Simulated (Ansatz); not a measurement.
**Cd: a hydrostatic pressure series**

One table from this session's results is given with a row withheld; the runs are named, their logs left out.

Computed with Ansatz 0.2.0 (DFT r2SCAN, scalar-relativistic, plane waves, PAW, unless a step's input says otherwise).

1 further run of the same task is left out (set aside as unsound or not needed).

## The structure to begin with

The structure is hexagonal, space group P6_3/mmc (No. 194). Conventional cell: a = 2.962 Å, b = 2.962 Å, c = 5.797 Å, α = 90.00°, β = 90.00°, γ = 120.00°. Around Cd (site symmetry -6m2) lie 12 Cd at 2.96 to 3.37 Å.

Coordinates:

```cif
data_structure
_symmetry_space_group_name_H-M 'P6_3/mmc'
_symmetry_Int_Tables_number 194
_cell_length_a 2.9618
_cell_length_b 2.9618
_cell_length_c 5.7970
_cell_angle_alpha 90.000
_cell_angle_beta 90.000
_cell_angle_gamma 120.000
_cell_volume 44.04
loop_
_atom_site_label
_atom_site_type_symbol
_atom_site_symmetry_multiplicity
_atom_site_Wyckoff_symbol
_atom_site_fract_x
_atom_site_fract_y
_atom_site_fract_z
_atom_site_occupancy
Cd1 Cd 2 c 0.33333 0.66667 0.25000 1
```

It is the result of an earlier relaxation at this level (volume 22.02 Å³/atom; gap on the mesh: none (metal)).

The first run:

File input.yaml:

```yaml
crystal:
  lattice:
    - [2.9809235755, 0.0, 0.0]
    - [-1.4904617877, 2.5815555431, 0.0]
    - [0.0, 0.0, 5.8344866014]
  atoms:
    - { symbol: Cd, position: [0.3333333333, 0.6666666667, 0.25] }
    - { symbol: Cd, position: [0.6666666667, 0.3333333333, 0.75] }
basis:
  ecutwfc: 500
kpoints:
  mp_grid: { grid: [18, 18, 8] }
hamiltonian:
  xc: r2scan
scf:
  occupations: { method: gaussian, width: 0.1 }
output:
  forces: true
  stress: true
  eigenvalues: true
relax:
  adjacent_minimum: "off"
  f_tol: 0.008
  max_steps: 50
  cell: { stress_tol: 0.08, p_target: -2.0 }
```

Command:

```
$ ansatz run input.yaml --threads 1 --pin off --max-ram 2560MiB --backend cpu --events-out ev --progress --plain --runs-dir out
```

Steps of the session up to this table: Target pressure -2 GPa; Target pressure 2 GPa; Target pressure 5 GPa; 10 GPa; Relaxing at 20 GPa; Target pressure 40 GPa.

One of the session's tables, all rows but one given; the rest of the session is left out.

It belongs to the step «Volume, cell and gap against pressure». Lengths are those of the vectors of the cell that was run:

| P (GPa) | V (Å³/atom) | a (Å) | b (Å) | c (Å) | ΔH (eV/atom) |
| --- | --- | --- | --- | --- | --- |
| -2 | 23.15 | 2.986 | 2.986 | 5.996 | -0.281 |
| 0 | 22.02 | 2.962 | 2.962 | 5.797 | 0.000 |
| 2 | 21.21 | 2.942 | 2.942 | 5.659 | 0.270 |
| 5 | ? | ? | ? | ? | ? |
| 10 | 19.05 | 2.902 | 2.902 | 5.224 | 1.267 |
| 20 | 17.48 | 2.891 | 2.891 | 4.830 | 2.401 |
| 40 | 15.79 | 2.807 | 2.807 | 4.631 | 4.469 |

Estimate the missing values for P (GPa) = 5.

Worked estimate for «V (Å³/atom)». A straight line through the neighbours (2, 21.21) and (10, 19.05) gives 21.21 + (19.05 − 21.21) × (5 − 2) / (10 − 2) = 20.40; a parabola fitted to 4 rows on both sides gives 20.33.

**Answer.** V (Å³/atom): 20.12; a (Å): 2.939; b (Å): 2.939; c (Å): 5.378; ΔH (eV/atom): 0.657. In «V (Å³/atom)» the line misses by +0.28 and the parabola by +0.21.

ΔH is E + PV over the energy at zero pressure; a, b and c are the vectors of the computed cell. 
